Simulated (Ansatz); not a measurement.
# Si2Mo: pressure against volume

The task here is to estimate one member of a computed series from the others.

Method: DFT PBEsol, scalar-relativistic, in Ansatz 0.2.0.

## The starting structure

Symmetry: I4/mmm, No. 139, tetragonal system. Conventional cell: a = 3.200 Å, b = 3.200 Å, c = 7.861 Å, α = 90.00°, β = 90.00°, γ = 90.00°. Si (site symmetry 4mm) is surrounded by 5 Si at 2.61 to 2.63 Å and 5 Mo at 2.62 Å. Mo (site symmetry 4/mmm) has 10 Si at 2.62 Å in its first shell of neighbours.

As a file:

```
CELL_PARAMETERS angstrom
-1.60000 1.60000 3.93050
1.60000 -1.60000 3.93050
1.60000 1.60000 -3.93050
ATOMIC_POSITIONS crystal
Si 0.33300 0.33300 0.00000
Si 0.66700 0.66700 0.00000
Mo 0.00000 0.00000 0.00000
```

Atoms are numbered in the order of the input: Si1, Si2, Mo3.

Set-up of the first run:

input.yaml

```yaml
crystal:
  lattice:
    - [-1.5673377739, 1.5673377739, 3.8502632003]
    - [1.5673377739, -1.5673377739, 3.8502632003]
    - [1.5673377739, 1.5673377739, -3.8502632003]
  atoms:
    - { symbol: Si, position: [0.333, 0.333, 0.0] }
    - { symbol: Si, position: [0.667, 0.667, 0.0] }
    - { symbol: Mo, position: [0.0, 0.0, 0.0] }
kpoints:
  mp_grid: { grid: [16, 16, 16] }
  band_path:
    path:
      - [0.0, 0.0, 0.0]
      - [0.0, 0.0, 0.5]
      - [0.25, 0.25, 0.25]
      - [0.0, 0.5, 0.0]
      - [0.0, 0.0, 0.0]
      - [0.5, 0.5, -0.5]
      - [0.2914270847, 0.7085729153, -0.2914270847]
      - [-0.2914270847, 0.2914270847, 0.2914270847]
      - [0.0, 0.0, 0.0]
    npoints: 5
scf:
  occupations: { method: fermi_dirac, width: 0.08 }
hamiltonian:
  xc: pbesol
  pseudopotentials: { kind: all_electron, lapw: { basis_error: 0.001 } }
output:
  forces: true
  stress: true
  eigenvalues: true
```

On the command line:

```sh
$ ansatz run input.yaml --threads 1 --pin off --max-ram 4096MiB --backend cpu --events-out ev --progress --plain --runs-dir out
```

Steps of the session up to this table: Volume × 0.94, LAPW; Volume × 0.94, PAW; Volume × 0.94, crystal datasets; Volume × 0.98, LAPW; Volume × 0.98, PAW; Volume × 0.98, crystal datasets; Volume × 1.01, LAPW; Volume × 1.01, PAW; Volume × 1.01, crystal datasets; Volume × 1.04, LAPW; Volume × 1.04, PAW; Volume × 1.04, crystal datasets.

One of the session's tables, all rows but one given; the rest of the session is left out.

It belongs to the step «The equation of state». 

| method | volume (Å³/atom) | largest force (eV/Å) |
| --- | --- | --- |
| LAPW | 12.611 | 0.229 |
| LAPW | 13.148 | 0.296 |
| LAPW | 13.550 | 0.341 |
| LAPW | 13.953 | 0.381 |
| PAW | 12.611 | 0.230 |
| PAW | 13.148 | ? |
| PAW | 13.550 | 0.341 |
| PAW | 13.953 | 0.382 |
| crystal datasets | 12.611 | 0.229 |
| crystal datasets | 13.148 | 0.296 |
| crystal datasets | 13.550 | 0.341 |
| crystal datasets | 13.953 | 0.381 |

Q: Estimate the row for PAW, 13.148 from the others.

The run gave: largest force (eV/Å): 0.297. In the column «largest force (eV/Å)» it lies between crystal datasets, 13.148 (0.296) and LAPW, 13.550 (0.341).

To keep in mind: Warnings in the runs' records: gradients without spin orbit, crystal datasets made.
